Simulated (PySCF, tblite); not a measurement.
# C41H54O9: electronic excitations, NMR shifts, part 2 of 2

tblite 0.8.0 and PySCF 2.14.0. Atoms count from 0. The steps go on from the part before.

### 4 NMR shifts: GIAO KT3/pcSseg-1

Job settings and geometry (Å):

```
{"job": {"kind": "nmr", "xc": "KT3", "basis": "pcSseg-1", "pop": false}, "charge": 0, "multiplicity": 1}
C     -5.040737     1.781930     0.377652
C     -4.141464     2.512520    -0.611239
C     -2.661788     2.160451    -0.405941
C     -1.768428     2.967819    -1.358985
C     -0.285702     2.810696    -1.004009
C      0.632857     3.448913    -2.058457
C      0.733437     2.621845    -3.348432
C      1.794923     3.213962    -4.278635
C      1.037570     1.175810    -3.046766
C      0.191604     0.172422    -3.496398
C      0.429250    -1.158968    -3.207462
C      1.542529    -1.501805    -2.458797
O      1.831065    -2.804991    -2.077395
C      1.569779    -3.827155    -2.907513
O      1.185968    -3.729552    -4.038308
O      1.854002    -4.936396    -2.247207
C      1.606670    -6.229599    -2.858782
C      2.472897    -6.407413    -4.105376
C      0.120243    -6.366928    -3.185535
C      2.018377    -7.223114    -1.772801
C      2.403869    -0.513159    -2.000387
C      2.150446     0.811298    -2.295439
C      0.020031     3.394878     0.351927
C      0.525495     2.586744     1.362874
C      0.841947     3.106913     2.604417
C      0.654368     4.458158     2.842026
O      0.955614     4.978835     4.104038
C      2.076700     5.712265     4.189344
O      2.844190     5.888058     3.285316
O      2.157866     6.171541     5.426039
C      3.306516     6.954889     5.848470
C      4.576130     6.110757     5.747238
C      2.994368     7.295260     7.305369
C      3.424586     8.226470     5.009786
C      0.158420     5.284156     1.846399
C     -0.160117     4.748140     0.613009
C     -2.415317     0.681938    -0.579770
C     -2.758117     0.021667    -1.754452
C     -2.548157    -1.336806    -1.897395
C     -1.964564    -2.052973    -0.864134
O     -1.747924    -3.421752    -1.045903
C     -2.298245    -4.252470    -0.147542
O     -2.996937    -3.910684     0.763904
O     -1.943903    -5.488572    -0.470602
C     -2.461270    -6.615336     0.293028
C     -3.984715    -6.661085     0.183619
C     -1.845400    -7.845070    -0.374495
C     -2.011722    -6.518073     1.750085
C     -1.591094    -1.411680     0.304935
C     -1.827165    -0.055729     0.439870
H     -6.081331     2.056227     0.221416
H     -4.768869     2.038580     1.398809
H     -4.943244     0.705465     0.258649
H     -4.444615     2.264078    -1.629456
H     -4.264389     3.590415    -0.482907
H     -2.390741     2.434838     0.619503
H     -2.048697     4.021415    -1.307540
H     -1.933697     2.623706    -2.380091
H     -0.064047     1.739724    -0.967713
H      1.628439     3.554863    -1.623878
H      0.276288     4.450372    -2.305600
H     -0.229420     2.661750    -3.867731
H      1.869711     2.625854    -5.190106
H      2.768954     3.221698    -3.796598
H      1.536415     4.235486    -4.547222
H     -0.678806     0.429771    -4.082171
H     -0.240960    -1.921060    -3.565896
H      2.348916    -7.415493    -4.491497
H      2.181532    -5.696798    -4.873901
H      3.521218    -6.250060    -3.860121
H     -0.101567    -7.395361    -3.457544
H     -0.474402    -6.086603    -2.319080
H     -0.145689    -5.717427    -4.015013
H      1.856163    -8.241109    -2.114445
H      1.433337    -7.045314    -0.874915
H      3.069085    -7.092315    -1.528086
H      3.262511    -0.799878    -1.413619
H      2.828181     1.567386    -1.928948
H      0.687988     1.536394     1.169598
H      1.238522     2.478477     3.386880
H      4.777667     5.857317     4.709861
H      4.461713     5.192674     6.319518
H      5.419482     6.669601     6.142793
H      3.805331     7.874990     7.735790
H      2.863506     6.382210     7.879455
H      2.074287     7.870356     7.362904
H      4.223910     8.847596     5.404072
H      2.492735     8.786607     5.045223
H      3.647612     7.977665     3.975965
H      0.032168     6.338346     2.040421
H     -0.540769     5.401148    -0.157538
H     -3.216658     0.564478    -2.567492
H     -2.836848    -1.851969    -2.800587
H     -4.281357    -6.676299    -0.863094
H     -4.358343    -7.558690     0.668383
H     -4.426013    -5.791632     0.663033
H     -2.185862    -8.743238     0.132674
H     -2.141524    -7.893217    -1.418719
H     -0.761396    -7.799895    -0.322698
H     -2.473407    -5.661740     2.233622
H     -2.302830    -7.420649     2.280084
H     -0.930027    -6.412116     1.801428
H     -1.135600    -1.971832     1.106368
H     -1.556341     0.436233     1.362724
```

Level: GIAO KT3/pcSseg-1 NMR shielding, non-relativistic, gas phase.

Log:

```text
start: PBE on a coarse grid of 81531 points
cycle   1  E = -2267.3119759621  dE =  7.327e+00  |g| = 2.293e+00  |ddm| = 9.879e+00
cycle   2  E = -2264.3879335189  dE =  2.924e+00  |g| = 4.427e+00  |ddm| = 5.089e+00
cycle   3  E = -2268.0574271261  dE = -3.669e+00  |g| = 1.282e+00  |ddm| = 3.937e+00
cycle   4  E = -2268.3914543273  dE = -3.340e-01  |g| = 2.848e-01  |ddm| = 1.279e+00
cycle   5  E = -2268.4008964905  dE = -9.442e-03  |g| = 1.669e-01  |ddm| = 3.333e-01
cycle   6  E = -2268.4063735586  dE = -5.477e-03  |g| = 6.311e-02  |ddm| = 2.124e-01
cycle   7  E = -2268.4073298818  dE = -9.563e-04  |g| = 2.396e-02  |ddm| = 8.915e-02
cycle   8  E = -2268.4074620537  dE = -1.322e-04  |g| = 5.022e-03  |ddm| = 2.475e-02
final grid: 733329 points
cycle   9  E = -2306.8191268317  dE = -1.108e-01  |g| = 3.202e-01  |ddm| = 1.297e+00
cycle  10  E = -2306.7805357600  dE =  3.859e-02  |g| = 5.617e-01  |ddm| = 6.697e-01
cycle  11  E = -2306.8363028282  dE = -5.577e-02  |g| = 3.860e-02  |ddm| = 4.441e-01
cycle  12  E = -2306.8365519668  dE = -2.491e-04  |g| = 2.216e-02  |ddm| = 6.141e-02
cycle  13  E = -2306.8366662615  dE = -1.143e-04  |g| = 6.543e-03  |ddm| = 2.860e-02
cycle  14  E = -2306.8366770121  dE = -1.075e-05  |g| = 2.055e-03  |ddm| = 9.818e-03
cycle  15  E = -2306.8366777377  dE = -7.256e-07  |g| = 1.009e-03  |ddm| = 2.886e-03
cycle  16  E = -2306.8366775188  dE =  2.189e-07  |g| = 2.811e-04  |ddm| = 9.880e-04
cycle  17  E = -2306.8366746547  dE =  2.864e-06  |g| = 1.051e-04  |ddm| = 3.447e-04
cycle  18  E = -2306.8366737291  dE =  9.256e-07  |g| = 3.492e-05  |ddm| = 1.452e-04
converged SCF energy = -2306.8366737291

GIAO shielding tensors (ppm)
atom      isotropic    diamagn.    paramagn.     s11        s22        s33       span
  0 C      169.181     250.625     -81.445    157.962    165.714    183.865     25.903
  1 C      149.133     254.972    -105.838    135.807    143.804    167.788     31.982
  2 C      135.365     254.906    -119.542    125.773    137.846    142.476     16.703
  3 C      137.099     263.881    -126.782    119.567    136.403    155.326     35.759
  4 C      140.368     254.912    -114.545    128.422    138.416    154.265     25.843
  5 C      136.396     260.784    -124.388    117.273    130.830    161.085     43.812
  6 C      141.403     251.073    -109.670    130.660    135.934    157.616     26.955
  7 C      158.324     247.269     -88.945    144.751    146.514    183.708     38.956
  8 C       49.758     275.133    -225.375    -30.198      7.496    171.977    202.175
  9 C       59.711     261.526    -201.815    -33.924     58.115    154.942    188.866
 10 C       66.509     271.247    -204.738    -11.315     37.499    173.345    184.660
 11 C       38.716     270.215    -231.499    -37.875     46.193    107.832    145.707
 12 O      117.700     422.981    -305.281     21.492    126.153    205.454    183.961
 13 C       36.069     258.107    -222.038    -45.681     54.004     99.885    145.566
 14 O       39.297     406.724    -367.427    -94.721    -66.613    279.224    373.945
 15 O      125.864     417.645    -291.781     43.056    162.442    172.094    129.038
 16 C      102.138     225.124    -122.986     76.829     81.426    148.159     71.329
 17 C      158.119     241.900     -83.780    140.059    148.547    185.752     45.694
 18 C      157.850     253.073     -95.223    139.373    152.261    181.917     42.543
 19 C      153.055     249.786     -96.731    136.175    141.029    181.960     45.786
 20 C       71.591     261.529    -189.938     -9.737     60.605    163.906    173.644
 21 C       67.366     263.244    -195.878    -28.329     53.354    177.072    205.401
 22 C       45.294     272.115    -226.821    -33.212     -0.806    169.900    203.112
 23 C       60.355     270.395    -210.040    -31.085     57.822    154.327    185.412
 24 C       68.786     268.448    -199.662    -15.216     60.913    160.662    175.878
 25 C       37.059     284.038    -246.980    -42.765     50.261    103.681    146.446
 26 O      112.526     422.486    -309.960     29.618    106.193    201.767    172.150
 27 C       33.889     261.676    -227.787    -45.408     52.826     94.250    139.658
 28 O       30.893     404.396    -373.503    -91.942    -81.967    266.589    358.531
 29 O      132.351     407.685    -275.334     45.203    174.211    177.638    132.435
 30 C      102.174     214.887    -112.713     77.446     79.491    149.585     72.138
 31 C      159.008     248.197     -89.189    139.932    151.422    185.668     45.736
 32 C      153.380     243.274     -89.894    136.106    139.421    184.612     48.505
 33 C      158.607     240.030     -81.423    140.220    150.546    185.057     44.837
 34 C       65.616     261.498    -195.881    -19.090     54.367    161.571    180.662
 35 C       65.009     258.042    -193.033    -30.715     54.578    171.164    201.879
 36 C       48.433     277.306    -228.874    -33.574      6.916    171.955    205.528
 37 C       65.557     264.025    -198.468    -31.664     51.723    176.611    208.274
 38 C       67.111     263.462    -196.352    -18.146     54.861    164.617    182.762
 39 C       37.397     278.423    -241.025    -41.418     47.660    105.950    147.368
 40 O      114.061     424.159    -310.099     25.487    112.323    204.372    178.884
 41 C       34.319     264.045    -229.726    -46.661     51.391     98.227    144.888
 42 O       34.357     408.833    -374.476    -93.298    -78.087    274.455    367.753
 43 O      128.834     416.040    -287.206     48.941    166.374    171.185    122.244
 44 C      101.159     222.283    -121.124     76.714     76.922    149.841     73.127
 45 C      158.589     244.347     -85.758    139.372    150.735    185.659     46.287
 46 C      151.822     247.768     -95.946    135.694    140.223    179.550     43.856
 47 C      158.337     250.936     -92.599    139.480    150.781    184.751     45.271
 48 C       66.656     273.346    -206.690    -16.324     50.491    165.801    182.125
 49 C       58.473     269.342    -210.869    -37.056     56.895    155.581    192.637
 50 H       30.962      26.666       4.296     26.125     27.139     39.622     13.497
 51 H       31.435      35.020      -3.586     26.937     30.336     37.030     10.093
 52 H       31.249      36.578      -5.329     24.932     33.893     34.923      9.990
 53 H       30.171      38.085      -7.913     26.484     30.029     34.001      7.517
 54 H       30.304      34.701      -4.397     25.143     30.028     35.741     10.598
 55 H       29.906      45.933     -16.027     26.464     28.617     34.637      8.173
 56 H       30.166      45.691     -15.525     25.732     30.346     34.421      8.690
 57 H       29.746      46.985     -17.239     26.979     30.709     31.551      4.572
 58 H       30.057      46.923     -16.866     25.925     30.165     34.080      8.155
 59 H       30.145      43.987     -13.841     26.290     31.722     32.424      6.134
 60 H       29.896      42.277     -12.381     25.216     30.621     33.850      8.634
 61 H       29.140      41.483     -12.343     26.741     29.272     31.408      4.667
 62 H       30.427      29.653       0.773     25.415     28.736     37.128     11.713
 63 H       30.738      32.898      -2.161     26.625     29.908     35.679      9.054
 64 H       30.503      28.675       1.827     25.952     27.545     38.010     12.058
 65 H       25.030      44.650     -19.620     21.184     24.681     29.226      8.042
 66 H       24.229      48.013     -23.784     20.412     21.981     30.295      9.884
 67 H       30.699      21.272       9.427     26.870     28.164     37.063     10.192
 68 H       28.701      28.019       0.682     23.003     30.553     32.549      9.546
 69 H       30.604      27.160       3.443     27.434     27.972     36.405      8.971
 70 H       30.870      29.132       1.738     27.525     29.279     35.805      8.280
 71 H       29.314      43.452     -14.138     23.731     26.521     37.689     13.958
 72 H       28.741      36.304      -7.563     25.182     28.866     32.175      6.993
 73 H       30.702      25.926       4.776     27.570     28.379     36.158      8.587
 74 H       29.949      37.427      -7.478     25.969     29.194     34.685      8.716
 75 H       30.180      32.244      -2.064     27.023     27.861     35.655      8.632
 76 H       24.983      42.414     -17.431     20.870     25.576     28.504      7.634
 77 H       24.841      44.127     -19.286     21.783     23.112     29.627      7.844
 78 H       24.859      52.034     -27.174     20.793     23.709     30.077      9.284
 79 H       24.770      46.520     -21.750     20.112     24.498     29.700      9.588
 80 H       28.939      34.126      -5.188     23.861     30.256     32.698      8.837
 81 H       30.609      35.687      -5.078     27.393     28.636     35.797      8.405
 82 H       30.788      27.088       3.700     26.997     28.478     36.889      9.892
 83 H       30.678      19.523      11.155     27.238     28.103     36.692      9.454
 84 H       30.196      28.888       1.308     26.721     28.428     35.440      8.720
 85 H       30.196      25.302       4.894     26.882     28.276     35.432      8.550
 86 H       30.767      19.911      10.857     26.999     28.438     36.865      9.867
 87 H       30.578      24.782       5.795     27.423     28.581     35.728      8.306
 88 H       28.652      26.961       1.692     23.225     30.111     32.622      9.398
 89 H       24.689      35.901     -11.212     20.246     24.473     29.347      9.101
 90 H       24.486      42.969     -18.483     20.167     21.897     31.393     11.226
 91 H       24.501      45.586     -21.085     20.808     22.762     29.933      9.125
 92 H       24.636      42.068     -17.432     21.768     23.537     28.604      6.836
 93 H       30.620      28.026       2.593     27.537     28.771     35.551      8.015
 94 H       30.787      23.522       7.265     26.906     28.038     37.416     10.511
 95 H       28.878      29.969      -1.090     23.429     30.640     32.566      9.136
 96 H       30.592      23.432       7.160     26.680     28.671     36.425      9.745
 97 H       30.166      28.065       2.101     26.873     29.206     34.419      7.546
 98 H       29.959      30.853      -0.895     26.047     28.297     35.532      9.485
 99 H       28.615      36.225      -7.610     23.255     29.867     32.723      9.468
100 H       30.727      29.680       1.047     26.843     28.159     37.179     10.336
101 H       30.415      38.310      -7.894     27.630     28.914     34.702      7.072
102 H       24.897      51.680     -26.782     20.678     23.964     30.049      9.371
103 H       24.878      50.007     -25.130     21.788     23.836     29.009      7.221
```

Wall time 2.1 min (4 threads of Arm Neoverse V1, shared host); peak memory 3 GiB.

Shifts follow as δ = σ(reference) − σ, with reference shieldings (ppm) from runs at the same level and on the same kind of geometry: 1H TMS 31.76, 13C TMS 184.7, 17O H2O 330.8. The references are single molecules in the gas phase, so shifts against H2O, NH3, PH3, H3PO4 or CFCl3 are not on the usual liquid scales and can be off by tens of ppm. Atoms listed in one row are averaged.

| atoms | environment | σ (ppm) | δ (ppm) |
| --- | --- | --- | --- |
| C27 | carbonate carbon | 33.9 | 150.8 |
| C41 | carbonate carbon | 34.3 | 150.4 |
| C13 | carbonate carbon | 36.1 | 148.7 |
| C25 | aromatic carbon bearing oxygen | 37.1 | 147.7 |
| C39 | aromatic carbon bearing oxygen | 37.4 | 147.3 |
| C11 | aromatic carbon bearing oxygen | 38.7 | 146.0 |
| C22 | substituted aromatic carbon | 45.3 | 139.4 |
| C36 | substituted aromatic carbon | 48.4 | 136.3 |
| C8 | substituted aromatic carbon | 49.8 | 135.0 |
| C37, C49 | aromatic CH | 62.0 | 122.7 |
| C23, C35 | aromatic CH | 62.7 | 122.0 |
| C9, C21 | aromatic CH | 63.5 | 121.2 |
| C38, C48 | aromatic CH | 66.9 | 117.8 |
| C24, C34 | aromatic CH | 67.2 | 117.5 |
| C10, C20 | aromatic CH | 69.1 | 115.7 |
| C44 | fully substituted sp3 carbon bonded to O | 101.2 | 83.6 |
| C16 | fully substituted sp3 carbon bonded to O | 102.1 | 82.6 |
| C30 | fully substituted sp3 carbon bonded to O | 102.2 | 82.5 |
| C2 | sp3 CH on an aromatic ring | 135.4 | 49.4 |
| C5 | sp3 CH2 | 136.4 | 48.3 |
| C3 | sp3 CH2 | 137.1 | 47.6 |
| C4 | sp3 CH on an aromatic ring | 140.4 | 44.4 |
| C6 | sp3 CH on an aromatic ring | 141.4 | 43.3 |
| C1 | sp3 CH2 | 149.1 | 35.6 |
| C45, C46, C47 | methyl carbon | 156.2 | 28.5 |
| C17, C18, C19 | methyl carbon | 156.3 | 28.4 |
| C31, C32, C33 | methyl carbon | 157.0 | 27.7 |
| C7 | methyl carbon | 158.3 | 26.4 |
| C0 | methyl carbon | 169.2 | 15.5 |
| H66, H76 | hydrogen on an aromatic CH | 24.61 | 7.15 |
| H78, H90 | hydrogen on an aromatic CH | 24.67 | 7.09 |
| H91, H103 | hydrogen on an aromatic CH | 24.69 | 7.07 |
| H79, H89 | hydrogen on an aromatic CH | 24.73 | 7.03 |
| H92, H102 | hydrogen on an aromatic CH | 24.77 | 6.99 |
| H65, H77 | hydrogen on an aromatic CH | 24.94 | 6.82 |
| H61 | hydrogen on an sp3 CH on an aromatic ring | 29.14 | 2.62 |
| H57 | hydrogen on an sp3 CH2 | 29.75 | 2.01 |
| H60 | hydrogen on an sp3 CH2 | 29.90 | 1.86 |
| H55 | hydrogen on an sp3 CH on an aromatic ring | 29.91 | 1.85 |
| H67, H68, H69, H70, H71 and 4 more | hydrogen on a methyl carbon | 29.97 | 1.79 |

Ring of atoms C8, C9, C10, C11, C20, C21: NICS(0) -10.1, NICS(1) -11.1, NICS(1)zz -28.2 ppm (means of both faces).

Ring of atoms C22, C23, C24, C25, C34, C35: NICS(0) -9.5, NICS(1) -10.5, NICS(1)zz -25.5 ppm (means of both faces).

Ring of atoms C36, C37, C38, C39, C48, C49: NICS(0) -9.9, NICS(1) -11.0, NICS(1)zz -29.2 ppm (means of both faces).

### 5 Results

The summary covers parts 1 to 2.

```
                                                              quantity                                                                                                          value
                                        lowest singlet (PBE0/def2-SVP)                                                                                    5.21 eV (238 nm), f = 0.010
                              brightest single state of those computed                                                                                    state 6, 5.76 eV, f = 0.011
                                                        lowest triplet                                                                                                        4.02 eV
13C shifts against TMS (KT3/pcSseg-1, means over atoms taken as alike)  150.8, 150.4, 148.7, 147.7, 147.3, 146.0, 139.4, 136.3, 135.0, 122.7, 122.0, 121.2, 117.8, 117.5 ppm and more
 1H shifts against TMS (KT3/pcSseg-1, means over atoms taken as alike)                7.15, 7.09, 7.07, 7.03, 6.99, 6.82, 2.62, 2.01, 1.86, 1.85, 1.79, 1.70, 1.68, 1.61 ppm and more
                                 17O shifts against H2O (KT3/pcSseg-1)                                              299.9, 296.4, 291.5, 218.3, 216.7, 213.1, 204.9, 202.0, 198.4 ppm
```

The lowest singlet, at 5.21 eV, is HOMO→LUMO 0.66, HOMO−3→LUMO+2 0.13 and is weak; of the 6 states computed, the strongest absorption comes from state 6 at 5.76 eV (the last computed, so partners may be missing). The lowest triplet lies 1.19 eV below the lowest singlet. NICS(1)zz of -28 ppm above the planar ring from C8 marks a diatropic (aromatic) ring current. NICS(1)zz of -25 ppm above the planar ring from C22 marks a diatropic (aromatic) ring current. NICS(1)zz of -29 ppm above the planar ring from C36 marks a diatropic (aromatic) ring current.
